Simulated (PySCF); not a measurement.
# CH7GeN: the cost of one run

The runs use PySCF 2.14.0, with density-fitted response routines of our own; the level of theory stands in each step. All values are computed, except where a source is named. Atoms are numbered from 0 throughout.

### Step 1. The starting structure

10 atoms, charge 0, multiplicity 1; geometry from: GFN2-xTB. The atoms were then displaced at random by about 0.01 Å, so the start is not that level's minimum.

Bonds of the start (Å): C0–Ge1 1.95, Ge1–N2 1.80, C0–H3 1.10, C0–H4 1.07, C0–H5 1.07, Ge1–H6 1.51, Ge1–H7 1.53, N2–H8 0.99, N2–H9 1.02.

### Step 2. Relaxing the molecule at PBE0-D3(BJ)/def2-SVP

What the job is given:

```
{"job": {"xc": "PBE0", "basis": "def2-SVP", "d3": "d3bj", "grid": 1, "shake": 0.01, "kind": "geom"}, "charge": 0, "multiplicity": 1}
C     -1.420190    -0.257010     0.183570
Ge     0.268950     0.656920    -0.153960
N      1.564580    -0.555880     0.164280
H     -2.239170     0.462370     0.077810
H     -1.459580    -0.651920     1.173520
H     -1.600070    -1.041410    -0.526180
H      0.564050     1.779450     0.809120
H      0.337360     1.261030    -1.554720
H      1.499280    -1.437390    -0.279950
H      2.535230    -0.237090     0.085460
```

The run is started by

```sh
$ OMP_NUM_THREADS=1 python probes_run.py task.json out
```

One launch serves the whole session: the jobs run in the order shown.

Q: Estimate the wall time and peak memory of this first job on 1 thread of Arm Neoverse V1, shared host.

About 32 s, with a peak of 0.4 GiB.
